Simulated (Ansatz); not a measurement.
Run this with Ansatz 0.2.0, Python API and show what comes out.

`cs3hg.py`:
```python
import warnings

import ansatz as az
import numpy as np
from pymatgen.core import Lattice, Structure
from pymatgen.io.ase import AseAtomsAdaptor


def main() -> None:
    warnings.simplefilter('ignore', az.DeckWarning)

    pmg_structure = Structure(
        Lattice([(6.783537, 0.0, 0.0), (0.0, 6.783537, 0.0), (0.0, 0.0, 6.783537)]),
        ['Cs', 'Cs', 'Cs', 'Hg'],
        [
            (0.0, 0.5, 0.5),
            (0.5, 0.0, 0.5),
            (0.5, 0.5, 0.0),
            (0.0, 0.0, 0.0),
        ],
    )
    structure = az.Crystal.from_ase(AseAtomsAdaptor.get_atoms(pmg_structure))

    path = [
        ('G', (0.0, 0.0, 0.0)),
        ('X', (0.0, 0.5, 0.0)),
        ('M', (0.5, 0.5, 0.0)),
        ('G', (0.0, 0.0, 0.0)),
        ('R', (0.5, 0.5, 0.5)),
    ]
    base = (
        structure.calculation()
        .basis(41 * az.Ry)
        .occupations('fermi_dirac', width=0.1)
        .kpoints(3)
        .functional('LDA')
        .band_structure([point for _, point in path], intervals=6)
        .scf(extra_bands=6)
    )
    result = base.run()
    r = result.report

    print('%-22s %14.5f eV' % ('F = E - TS', r['free_energy_ev']))
    print('%-22s %14.5f eV' % ('E', r['internal_energy_ev']))
    print('%-22s %14.5f eV' % ('Harris-Foulkes', r['harris_foulkes_ev']))
    print('%-22s %14.5f eV' % ('Fermi level', r['fermi_energy_ev']))

    bands = result.band_structure()
    fermi = bands.fermi_energy_ev
    print(f'zero of the bands: {fermi:.3f} eV, the Fermi level found on the SCF mesh')
    for spin, channel in enumerate(bands.channels):
        print('channel', spin, '- computed levels within 6 eV of the Fermi level')
        for i, (label, _) in enumerate(path):
            levels = channel.eigenvalues_ev[i * 6] - fermi
            print(f'  {label:3s}', ' '.join(f'{e:7.3f}' for e in levels if abs(e) < 6))


if __name__ == '__main__':
    main()
```

```console
$ python cs3hg.py
F = E - TS               -30036.89169 eV
E                        -30036.78033 eV
Harris-Foulkes           -30036.89169 eV
Fermi level                   3.61207 eV
zero of the bands: 3.612 eV, the Fermi level found on the SCF mesh
channel 0 - computed levels within 6 eV of the Fermi level
  G    -4.429  -1.057   0.821   0.821   1.156   1.156   1.156   1.225   1.279
  X    -4.259  -1.097   0.354   0.678   0.678   0.950   1.513   1.660   2.023
  M    -4.203  -0.376  -0.376   0.230   0.550   1.537   1.537   1.592   2.216
  G    -4.429  -1.057   0.821   0.821   1.156   1.156   1.156   1.225   1.279
  R    -4.243   0.248   0.248   0.248   0.536   0.536   0.536   1.381   2.263
```

Reading the output:
- Total energies depend on the potentials; only differences at equal settings carry meaning. A total without «per atom» is that of the cell as typed.
- The computed bands are complete only to about 1.3 eV above the Fermi level.
- For a metal this k-point mesh is coarse: on a finer one energies can move by several to tens of meV an atom and pressures by half a GPa or more, differences at one mesh by less.
- The zero of the levels is a convention of the potentials, so an absolute Fermi energy is no work function.
- This cell is a computed structure, which may not be the phase found in nature.
- Gaps and levels are Kohn-Sham values on a finite set of k-points, without spin-orbit coupling.
- Timing: 12 s on 1 thread of Arm Neoverse V1, on a shared host, peak memory 0.63 GiB.

(Lines on the test bed's own set-up are left out of the output.)
